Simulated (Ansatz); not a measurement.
# C₂H₄BrGaO₂: one species, many methods

An exercise on one series of results from a longer session: the logs are not shown, and one member is left open.

Program: Ansatz 0.2.0, Gaussian basis. Level of theory: functionals in def2-TZVPP, the program's frozen cores in correlated methods. These are calculated values, not measurements.

Plan: LDA (SPW92), PBE-D4, revPBE-D4, BLYP-D4, r2SCAN-D4, B97M-V, PBE0-D4, B3LYP-D4, r2SCANh-D4, r2SCAN0-D4, HSE06-D4, BHLYP-D4, CAM-B3LYP-D4, LC-ωPBE, ωB97X-V, ωB97M-V, B2PLYP, PBE-QIDH; CCSD(T)/def2-SVP; MP2/def2-TZVPP; MP2/def2-QZVPP; RPA on PBE.

### The geometry

All runs share one geometry, relaxed beforehand with PBE0-D4 in a triple-zeta def2 set.

SMILES `C[C](=O)[Ga]([OH])[Br]`, 10 atoms, charge 0, spin multiplicity 1.

Atoms are counted from 1 here; the program's logs count them from 0.

Bond lengths: C1–C2 1.499 Å, C1–H7 1.094 Å, C1–H8 1.091 Å, C1–H9 1.095 Å, C2–O3 1.199 Å, C2–Ga4 2.040 Å, Ga4–O5 1.782 Å, Ga4–Br6 2.288 Å, O5–H10 0.961 Å. Angles: C2–C1–H7 109.4°, C2–C1–H8 110.8°, C2–C1–H9 109.3°, H7–C1–H8 110.6°, H7–C1–H9 106.1°, H8–C1–H9 110.5°, C1–C2–O3 123.8°, C1–C2–Ga4 116.7°, O3–C2–Ga4 119.5°, C2–Ga4–O5 119.0°, C2–Ga4–Br6 123.7°, O5–Ga4–Br6 117.2°, Ga4–O5–H10 114.3°.

Set-up of the first run:

in.yaml reads:

```yaml
crystal:
  periodic: [false, false, false]
  atoms:
    - {symbol: C, position_ang: [0.234329, -1.566912, 0.509370]}
    - {symbol: C, position_ang: [-0.728307, -0.426004, 0.642966]}
    - {symbol: O, position_ang: [-1.733414, -0.473822, 1.294452]}
    - {symbol: Ga, position_ang: [-0.264031, 1.287406, -0.361813]}
    - {symbol: O, position_ang: [1.202844, 1.326461, -1.373539]}
    - {symbol: Br, position_ang: [-1.529623, 3.192016, -0.278756]}
    - {symbol: H, position_ang: [0.356191, -1.817488, -0.548969]}
    - {symbol: H, position_ang: [-0.113852, -2.434360, 1.071963]}
    - {symbol: H, position_ang: [1.221139, -1.251349, 0.862866]}
    - {symbol: H, position_ang: [1.354724, 2.164042, -1.818540]}
basis:
  gaussian: {orbitals: def2-TZVPP}
hamiltonian: {xc: lda}
output: {orbitals: {seedname: orbitals}}
```

Command:

```console
$ ansatz run in.yaml --threads 4 --pin off --events-out ev --progress --plain --max-ram 10444MiB
```

Steps of the session up to this table: LDA; PBE-D4 (GGA); revPBE-D4 (GGA); BLYP-D4 (GGA); r2SCAN-D4 (meta-GGA); B97M-V (meta-GGA); PBE0-D4 (hybrid); B3LYP-D4 (hybrid); r2SCANh-D4 (hybrid); r2SCAN0-D4 (hybrid); HSE06-D4 (hybrid); BHLYP-D4 (hybrid); CAM-B3LYP-D4 (range-separated); LC-ωPBE (range-separated); ωB97X-V (range-separated); ωB97M-V (range-separated); B2PLYP (double hybrid); PBE-QIDH (double hybrid).

One table of the session follows, with a row left open; its other results are not shown here.

It belongs to the step «Frontier levels by functional». 

| functional | HOMO (eV) | LUMO (eV) | gap (eV) |
| --- | --- | --- | --- |
| LDA (SPW92) | -6.06 | -3.33 | 2.73 |
| PBE-D4 | -5.84 | -3.05 | 2.79 |
| revPBE-D4 | -5.76 | -2.94 | 2.82 |
| BLYP-D4 | -5.76 | -2.94 | 2.82 |
| r2SCAN-D4 | ? | ? | ? |
| B97M-V | -6.15 | -2.85 | 3.30 |
| PBE0-D4 | -7.14 | -2.10 | 5.04 |
| B3LYP-D4 | -6.95 | -2.35 | 4.60 |
| r2SCANh-D4 | -6.56 | -2.55 | 4.01 |
| r2SCAN0-D4 | -7.31 | -2.03 | 5.28 |
| HSE06-D4 | -6.74 | -2.47 | 4.26 |
| BHLYP-D4 | -8.41 | -1.15 | 7.25 |
| CAM-B3LYP-D4 | -8.49 | -1.04 | 7.45 |
| LC-ωPBE | -9.70 | 0.16 | 9.86 |
| ωB97X-V | -9.41 | 0.04 | 9.44 |
| ωB97M-V | -9.34 | -0.09 | 9.24 |

Q: Estimate the row for r2SCAN-D4 from the others.

Worked estimate for «HOMO (eV)». Against the share of exact exchange, r2SCANh-D4 (0.1, -6.56), r2SCAN0-D4 (0.25, -7.31) give a slope of -5.00 per unit share; at 0 the line stands at -6.06.

**Answer.** HOMO (eV): -6.07; LUMO (eV): -2.91; gap (eV): 3.16. In «HOMO (eV)» the line misses by +0.01.
